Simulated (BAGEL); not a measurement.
**CH5SeSi− (SMILES C[Se][SiH2-]) at HF/cc-pVDZ (density fitting with qzvpp-jkfit)**

What is the energy change on altering one bond length of CH5SeSi− at HF/cc-pVDZ (density fitting with qzvpp-jkfit)? 

The results are computed with BAGEL 1.2.2.

4 further runs of the same task are left out: 4 that didn't finish.

## (1) The system as given

CH5SeSi− has 8 atoms, charge -1, and is taken as a singlet. SMILES: `C[Se][SiH2-]`. The shape comes from GFN2-xTB, which is rough for such elements, and wasn't checked as a minimum. This is one conformer, not always the lowest.

Bond lengths: C1–Se2 1.950 Å, Se2–Si3 2.390 Å, C1–H4 1.091 Å, C1–H5 1.091 Å, C1–H6 1.091 Å, Si3–H7 1.485 Å, Si3–H8 1.489 Å. Angles: C1–Se2–Si3 91.1°, Se2–C1–H4 108.6°, Se2–C1–H5 108.4°, Se2–C1–H6 109.2°, Se2–Si3–H7 95.1°, Se2–Si3–H8 97.2°, H4–C1–H5 109.6°, H4–C1–H6 109.6°, H5–C1–H6 111.4°, H7–Si3–H8 97.4°.

## (2) A single-point energy at HF/cc-pVDZ (density fitting with qzvpp-jkfit)

input.json reads:

```json
{ "bagel": [

{
  "title": "molecule",
  "basis": "cc-pvdz.json",
  "df_basis": "qzvpp-jkfit",
  "angstrom": true,
  "geometry": [
    { "atom": "C", "xyz": [   -0.793650,    1.131880,   -0.368200 ] },
    { "atom": "Se", "xyz": [    0.154860,    0.446080,    1.191720 ] },
    { "atom": "Si", "xyz": [    1.092750,   -1.332470,   -0.100800 ] },
    { "atom": "H", "xyz": [   -1.690990,    0.530580,   -0.521330 ] },
    { "atom": "H", "xyz": [   -0.140000,    1.040530,   -1.236500 ] },
    { "atom": "H", "xyz": [   -1.075220,    2.170180,   -0.189630 ] },
    { "atom": "H", "xyz": [    2.239170,   -1.568350,    0.812420 ] },
    { "atom": "H", "xyz": [    0.213080,   -2.418430,    0.412320 ] }
  ]
},
{
  "title": "hf",
  "charge": -1
},
{
  "title": "print",
  "file": "orbitals.molden",
  "orbitals": true
}

]}
```

The basis set cc-pVDZ is read from a file made from the Basis Set Exchange's data (not shown).

Command:

```sh
$ BAGEL_NUM_THREADS=1 BAGEL input.json > input.out
```

The log of the run:

```text
* using 1 threads per process

  ===============================================================
  ===============================================================

  *** Geometry ***

  { "atom" : "C", "xyz" : [     -1.499781,      2.138943,     -0.695797 ] },
  { "atom" : "Se", "xyz" : [      0.292643,      0.842969,      2.252024 ] },
  { "atom" : "Si", "xyz" : [      2.064998,     -2.518003,     -0.190484 ] },
  { "atom" : "H", "xyz" : [     -3.195508,      1.002651,     -0.985171 ] },
  { "atom" : "H", "xyz" : [     -0.264562,      1.966317,     -2.336646 ] },
  { "atom" : "H", "xyz" : [     -2.031871,      4.101046,     -0.358349 ] },
  { "atom" : "H", "xyz" : [      4.231418,     -2.963752,      1.535251 ] },
  { "atom" : "H", "xyz" : [      0.402663,     -4.570170,      0.779172 ] },

  Number of auxiliary basis functions:      559

  Since a DF basis is specified, we compute 2- and 3-index integrals:
    o Being stored without compression. Storage requirement is 0.032 GB

  Number of basis functions:       84
  Number of electrons      :       59

    * METHOD: MOLECULE                             0.30

  *** RHF ***

  === Nuclear Repulsion ===
   237.3211227720

      * DIIS with orbital gradients will be used.

  === RHF iteration (cc-pvdz.json) ===
      0      -2729.40535229          0.01173054           0.09
      1      -2729.50059814          0.00508099           0.09
      2      -2729.51658498          0.00136435           0.09
      3      -2729.51818704          0.00031059           0.09
      4      -2729.51828359          0.00007654           0.10
      5      -2729.51829333          0.00002761           0.09
      6      -2729.51829506          0.00000855           0.09
      7      -2729.51829523          0.00000300           0.09
      8      -2729.51829525          0.00000108           0.09
      9      -2729.51829525          0.00000044           0.09
     10      -2729.51829525          0.00000012           0.09
     11      -2729.51829525          0.00000005           0.09
     12      -2729.51829525          0.00000002           0.09
     13      -2729.51829525          0.00000001           0.09
    * SCF iteration converged.

    * Permanent dipole moment:
           (    0.984395,    -1.432679,    -0.388783) a.u.

    * METHOD: HF                                   1.48

    * METHOD: PRINT                                0.01

  ===============================================================
```

It took 2 s on 1 thread of Arm Neoverse V2, shared host; peak memory 0.14 GiB.

## (3) The distorted shape

job.json reads:

```json
{ "bagel": [

{
  "title": "molecule",
  "basis": "cc-pvdz.json",
  "df_basis": "qzvpp-jkfit",
  "angstrom": true,
  "geometry": [
    { "atom": "C", "xyz": [   -0.989767,    1.159288,   -0.107681 ] },
    { "atom": "Se", "xyz": [   -0.041257,    0.473488,    1.452239 ] },
    { "atom": "Si", "xyz": [    0.896633,   -1.305062,    0.159719 ] },
    { "atom": "H", "xyz": [   -1.887107,    0.557988,   -0.260811 ] },
    { "atom": "H", "xyz": [   -0.140000,    1.040530,   -1.236500 ] },
    { "atom": "H", "xyz": [   -1.271337,    2.197588,    0.070889 ] },
    { "atom": "H", "xyz": [    2.043053,   -1.540942,    1.072939 ] },
    { "atom": "H", "xyz": [    0.016963,   -2.391022,    0.672839 ] }
  ]
},
{
  "title": "hf",
  "charge": -1
},
{
  "title": "print",
  "file": "orbitals.molden",
  "orbitals": true
}

]}
```

The basis set cc-pVDZ is read from a file made from the Basis Set Exchange's data (not shown).

Command:

```sh
$ BAGEL_NUM_THREADS=1 BAGEL job.json > job.out
```

The log of the run:

```text
* using 1 threads per process

  ===============================================================
  ===============================================================

  *** Geometry ***

  { "atom" : "C", "xyz" : [     -1.870389,      2.190737,     -0.203488 ] },
  { "atom" : "Se", "xyz" : [     -0.077964,      0.894763,      2.744334 ] },
  { "atom" : "Si", "xyz" : [      1.694391,     -2.466210,      0.301825 ] },
  { "atom" : "H", "xyz" : [     -3.566115,      1.054445,     -0.492861 ] },
  { "atom" : "H", "xyz" : [     -0.264562,      1.966317,     -2.336646 ] },
  { "atom" : "H", "xyz" : [     -2.402479,      4.152839,      0.133961 ] },
  { "atom" : "H", "xyz" : [      3.860811,     -2.911958,      2.027561 ] },
  { "atom" : "H", "xyz" : [      0.032055,     -4.518377,      1.271481 ] },

  Number of auxiliary basis functions:      559

  Since a DF basis is specified, we compute 2- and 3-index integrals:
    o Being stored without compression. Storage requirement is 0.032 GB

  Number of basis functions:       84
  Number of electrons      :       59

    * METHOD: MOLECULE                             0.29

  *** RHF ***

  === Nuclear Repulsion ===
   235.9500041135

      * DIIS with orbital gradients will be used.

  === RHF iteration (cc-pvdz.json) ===
      0      -2729.37339342          0.01052000           0.10
      1      -2729.46080294          0.00464063           0.09
      2      -2729.47466911          0.00133792           0.09
      3      -2729.47634539          0.00036494           0.09
      4      -2729.47648270          0.00009761           0.10
      5      -2729.47649920          0.00003707           0.09
      6      -2729.47650282          0.00001207           0.09
      7      -2729.47650314          0.00000372           0.09
      8      -2729.47650317          0.00000148           0.09
      9      -2729.47650317          0.00000054           0.09
     10      -2729.47650317          0.00000018           0.09
     11      -2729.47650317          0.00000007           0.09
     12      -2729.47650317          0.00000002           0.09
     13      -2729.47650317          0.00000001           0.09
    * SCF iteration converged.

    * Permanent dipole moment:
           (    0.995851,    -1.366971,    -0.509140) a.u.

    * METHOD: HF                                   1.51

    * METHOD: PRINT                                0.01

  ===============================================================
```

Wall time 2.1 s (1 thread of Arm Neoverse V2, shared host); peak memory 0.14 GiB.

## (4) What came out

Level: HF/cc-pVDZ (density fitting with qzvpp-jkfit).

```
                                                              quantity           value
                                             first shape: total energy  -2729.51830 Eh
                                              first shape: HOMO energy        -2.05 eV
                                              first shape: LUMO energy         8.39 eV
    first shape: HOMO–LUMO gap (to an unbound level, set by the basis)        10.45 eV
                                         distorted shape: total energy  -2729.47650 Eh
                                          distorted shape: HOMO energy        -2.10 eV
                                          distorted shape: LUMO energy         8.09 eV
distorted shape: HOMO–LUMO gap (to an unbound level, set by the basis)        10.19 eV
     energy change with the C1–H5 bond stretched from 1.091 to 1.418 Å        1.137 eV
```

With the C1–H5 bond stretched from 1.091 to 1.418 Å the energy rises by 1.14 eV (26 kcal/mol). The first shape isn't relaxed at this level, so the change isn't measured from a minimum.
